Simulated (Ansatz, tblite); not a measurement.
# Dimethylphenylsulfonium chloride (C₈H₁₁ClS): a ladder of methods and basis sets

The task here is to estimate one member of a computed series from the others.

Computed with Ansatz 0.2.0, Gaussian basis. Level: as each input shows.

Plan: GFN1-xTB, GFN2-xTB, PBE-D4/def2-TZVP, r2SCAN-D4/def2-TZVP, CAM-B3LYP-D4/def2-TZVP, HSE06-D4/def2-TZVP, PBE-D4/def2-SVP, PBE0-D4/def2-SVP, HF/STO-3G, HF/6-31G, B3LYP-D4/6-31G, MP2/def2-SVP, RPA/def2-SVP.

### The relaxed structure

The geometry is that of the singlet, from an earlier relaxation (r2SCAN-D4/def2-SVP).

SMILES `C[S+](C)c1ccccc1.[Cl-]`, 21 atoms, charge 0, spin multiplicity 1.

Bond lengths: C1–S2 1.814 Å, C1–H10 1.099 Å, C1–H11 1.099 Å, C1–H12 1.098 Å, S2–C3 1.813 Å, S2–C4 1.869 Å, C3–H13 1.099 Å, C3–H14 1.099 Å, C3–H15 1.098 Å, C4–C5 1.398 Å, C4–C9 1.400 Å, C5–C6 1.399 Å, C5–H16 1.095 Å, C6–C7 1.397 Å, C6–H17 1.094 Å, C7–C8 1.400 Å, C7–H18 1.094 Å, C8–C9 1.398 Å and more. Angles: S2–C1–H10 105.9°, S2–C1–H11 104.5°, S2–C1–H12 110.4°, H10–C1–H11 110.7°, H10–C1–H12 110.6°, H11–C1–H12 114.3°, C1–S2–C3 103.6°, C1–S2–C4 97.0°, C3–S2–C4 97.1°, S2–C3–H13 104.3°, S2–C3–H14 106.0°, S2–C3–H15 110.4°, H13–C3–H14 111.2°, H13–C3–H15 113.9°, H14–C3–H15 110.6°, S2–C4–C5 114.0°, S2–C4–C9 125.7°, C5–C4–C9 120.3° and more.

Coordinates:

```mol
C8H11ClS
  3D, bonds by distance, orders not assigned

 21 20  0  0  0  0  0  0  0  0999 V2000
    2.0860    0.6025    1.0656 C   0  0
    1.4639   -0.7415    0.0188 S   0  0
    1.7568   -0.1397   -1.6662 C   0  0
   -0.3462   -0.2876    0.1153 C   0  0
   -1.1747   -1.3373    0.5232 C   0  0
   -2.5536   -1.1328    0.6416 C   0  0
   -3.1002    0.1196    0.3516 C   0  0
   -2.2687    1.1686   -0.0578 C   0  0
   -0.8904    0.9691   -0.1770 C   0  0
    1.8234    0.3275    2.0965 H   0  0
    3.1750    0.5803    0.9225 H   0  0
    1.6133    1.5539    0.7869 H   0  0
    2.8446   -0.2209   -1.7977 H   0  0
    1.2226   -0.8309   -2.3327 H   0  0
    1.3706    0.8821   -1.7800 H   0  0
   -0.7367   -2.3157    0.7478 H   0  0
   -3.1996   -1.9554    0.9615 H   0  0
   -4.1779    0.2817    0.4441 H   0  0
   -2.6957    2.1498   -0.2858 H   0  0
   -0.2581    1.8031   -0.4985 H   0  0
    4.0454   -1.4764   -0.0797 Cl  0  0
  1  2  8  0
  1 10  8  0
  1 11  8  0
  1 12  8  0
  2  3  8  0
  2  4  8  0
  3 13  8  0
  3 14  8  0
  3 15  8  0
  4  5  8  0
  4  9  8  0
  5  6  8  0
  5 16  8  0
  6  7  8  0
  6 17  8  0
  7  8  8  0
  7 18  8  0
  8  9  8  0
  8 19  8  0
  9 20  8  0
M  END
```

PBE0-D4/def2-TZVP was run before; its log isn't repeated, and its numbers join the tables.

The first run:

Tight binding, by tblite at 300 K electronic temperature and without a spin-polarisation term:

```python
tblite.interface.Calculator('GFN1-xTB', numbers, positions, charge=0, uhf=0).singlepoint()
```

Tight binding, by tblite at 300 K electronic temperature and without a spin-polarisation term:

```python
tblite.interface.Calculator('GFN2-xTB', numbers, positions, charge=0, uhf=0).singlepoint()
```

start.molden holds the orbitals of an earlier run on this state, given as this run's starting guess.

Input file in.yaml:

```yaml
crystal:
  periodic: [false, false, false]
  atoms:
    - {symbol: C, position_ang: [2.085990, 0.602509, 1.065627]}
    - {symbol: S, position_ang: [1.463926, -0.741548, 0.018788]}
    - {symbol: C, position_ang: [1.756751, -0.139721, -1.666168]}
    - {symbol: C, position_ang: [-0.346202, -0.287580, 0.115271]}
    - {symbol: C, position_ang: [-1.174708, -1.337305, 0.523204]}
    - {symbol: C, position_ang: [-2.553562, -1.132768, 0.641620]}
    - {symbol: C, position_ang: [-3.100158, 0.119567, 0.351556]}
    - {symbol: C, position_ang: [-2.268734, 1.168610, -0.057793]}
    - {symbol: C, position_ang: [-0.890381, 0.969079, -0.177048]}
    - {symbol: H, position_ang: [1.823440, 0.327545, 2.096506]}
    - {symbol: H, position_ang: [3.174960, 0.580279, 0.922466]}
    - {symbol: H, position_ang: [1.613309, 1.553920, 0.786922]}
    - {symbol: H, position_ang: [2.844641, -0.220938, -1.797667]}
    - {symbol: H, position_ang: [1.222639, -0.830921, -2.332724]}
    - {symbol: H, position_ang: [1.370612, 0.882113, -1.779969]}
    - {symbol: H, position_ang: [-0.736705, -2.315697, 0.747782]}
    - {symbol: H, position_ang: [-3.199557, -1.955400, 0.961471]}
    - {symbol: H, position_ang: [-4.177851, 0.281687, 0.444121]}
    - {symbol: H, position_ang: [-2.695704, 2.149815, -0.285758]}
    - {symbol: H, position_ang: [-0.258056, 1.803144, -0.498473]}
    - {symbol: Cl, position_ang: [4.045361, -1.476389, -0.079741]}
basis:
  gaussian: {orbitals: def2-TZVP, initial_orbitals: start.molden}
hamiltonian: {xc: pbe, dispersion: d4}
scf: {omitted_lower_state_checks: [starts]}
output: {forces: true, orbitals: {seedname: orbitals}}
```

On the command line:

```
ansatz run in.yaml --threads 4 --pin off --events-out ev --progress --plain --max-ram 6963MiB
```

Among the steps run: PBE-D4/def2-TZVP; r2SCAN-D4/def2-TZVP; CAM-B3LYP-D4/def2-TZVP; HSE06-D4/def2-TZVP; PBE-D4/def2-SVP; PBE0-D4/def2-SVP; HF/STO-3G; HF/6-31G; B3LYP-D4/6-31G; MP2/def2-SVP; RPA/def2-SVP.

One table of the session follows, with a row left open; its other results are not shown here.

It belongs to the step «Binding energy». 

| level | binding an atom (eV) |
| --- | --- |
| HF/STO-3G | ? |
| HF/6-31G | 2.961 |
| HF/def2-SVP | 3.208 |
| PBE-D4/def2-SVP | 4.509 |
| PBE-D4/def2-TZVP | 4.478 |
| r2SCAN-D4/def2-TZVP | 4.364 |
| B3LYP-D4/6-31G | 4.205 |
| PBE0-D4/def2-SVP | 4.426 |
| PBE0-D4/def2-TZVP | 4.393 |
| HSE06-D4/def2-TZVP | 4.397 |
| CAM-B3LYP-D4/def2-TZVP | 4.335 |
| MP2/def2-SVP | 4.194 |

Q: Estimate the row for HF/STO-3G from the others.

As computed: binding an atom (eV): 3.740. In the column «binding an atom (eV)» it lies between HF/def2-SVP (3.208) and MP2/def2-SVP (4.194).

Limits of these values: Free atoms were run apart at each level; binding is atoms less cluster, divided by the number of atoms, without zero-point or spin-orbit terms.
